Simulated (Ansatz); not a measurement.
YbRu:

```xyz
2
Lattice="0.0000 2.7745 2.7745 2.7745 0.0000 2.7745 2.7745 2.7745 0.0000" Properties=species:S:1:pos:R:3 pbc="T T T"
Yb    2.7745    2.7745    2.7745
Ru    0.0000    0.0000    0.0000
```

The cell was built by a generator and needn't be a form met in nature.

Base run:

| Item | Value |
| --- | --- |
| Program | Ansatz 0.2.0 |
| Functional | PBE |
| Potentials or basis | Ansatz PAW |
| Cutoff | 420 eV |
| Density cutoff | 1680 eV |
| k mesh | 6 × 6 × 6 |
| Occupations | fermi-dirac, width 0.05 eV |
| Spin | collinear spin, ferromagnetic start |
| Starting moments | [1.0, 1.0] μB |

Its results: band gap on the k mesh none (metal or under the smearing width); pressure 0.6 GPa; net moment 0.95 μB per cell.

Question: The run is repeated on the same cell with these changes: spin from collinear spin, ferromagnetic start to non-collinear spin, ferromagnetic start, spin-orbit coupling; potential files from those of the base run to others of the same set; moments at the start from [1.0, 1.0] to [0.71, 0.71, 0.0, 0.71, 0.71, 0.0]. What comes out?

Answer: Band gap on the k mesh none (metal or under the smearing width); pressure 0.2 GPa; net moment 0.86 μB per cell.

Caveats: without U or exact exchange the open f shell lies at the Fermi level, which spoils levels, moments and volumes; spin-orbit coupling is left out, which moves the levels of the heavy elements (some runs).

Not every run made on this cell is shown here.
